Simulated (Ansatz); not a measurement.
This script makes a rigid torsion scan of CH6S2Si, SMILES SC[SiH2]S with the Python package of Ansatz (0.2.0).

The script, `run_torsion.py`:
```python
'''Rigid torsion scan of CH6S2Si.'''

from dataclasses import dataclass

import ansatz as az
from ase import Atoms


@dataclass(frozen=True)
class Options:
    basis: str = '6-31G*'
    xc: str = 'r2scan'
    force_tol: float = 0.02


cfg = Options()

atoms = Atoms(['S', 'C', 'Si', 'S', 'H', 'H', 'H', 'H', 'H', 'H'], positions=[
    [-1.9353, -1.1506, 0.1462],
    [-0.1932, -1.181, 0.4101],
    [0.5224, 0.513, 0.3598],
    [0.4527, 1.3675, -1.5997],
    [-1.9343, -0.6075, -1.1282],
    [0.2525, -1.8095, -0.3539],
    [0.0085, -1.6496, 1.3862],
    [-0.0482, 1.4611, 1.3281],
    [2.008, 0.47, 0.7348],
    [0.95, 2.5355, -1.2805],
])

# start the scan from a relaxed geometry
first = (
    az.Crystal.molecule_from_ase(atoms).calculation()
    .basis(gaussian=cfg.basis)
    .functional(cfg.xc)
    .relax(force_tolerance=cfg.force_tol, max_steps=80)
)
atoms.positions = first.run(threads=1, pin='off').report['positions_ang']

start = atoms.get_dihedral(2, 1, 0, 4)
energies = {}
for turn in range(0, 360, 30):
    turned = atoms.copy()
    turned.set_dihedral(2, 1, 0, 4, start + turn, indices=[0, 4])
    model = (
        az.Crystal.molecule_from_ase(turned).calculation()
        .basis(gaussian=cfg.basis)
        .functional(cfg.xc)
    )
    energies[round((start + turn) % 360)] = model.run(threads=1, pin='off').report['free_energy_ev']
floor = min(energies.values())
print('dihedral Si2-C1-S0-H4 (deg)   E - E(min) (eV)')
for angle, e in sorted(energies.items()):
    print(f'{angle:8d} {(e - floor):14.3f}  ' + '#' * int(30 * (e - floor) / max(max(energies.values()) - floor, 1e-9)))
```

Where along the turn do the lowest and the highest point lie, and how far apart are they?

The lowest point is at 65° and the highest at 5°, 0.155 eV (15.0 kJ/mol) above it, with the rest of the molecule held.

The output:

```console
$ python run_torsion.py
dihedral Si2-C1-S0-H4 (deg)   E - E(min) (eV)
       5          0.155  ##############################
      35          0.062  ###########
      65          0.000
      95          0.046  ########
     125          0.113  #####################
     155          0.120  #######################
     185          0.093  #################
     215          0.090  #################
     245          0.097  ##################
     275          0.082  ###############
     305          0.084  ################
     335          0.137  ##########################
```

What to keep in mind:
- These settings explore the input space; basis and method may be short of convergence.
- The scan is rigid and the energies are electronic, in a modest basis. With rigid groups the curve can differ much from the relaxed path, the start wasn't checked as a minimum of this torsion, and equivalent turns needn't return to the same energy.
- Run time: 3.8 min on 1 thread of Arm Neoverse V2, with other jobs on the host, peak memory 0.22 GiB.
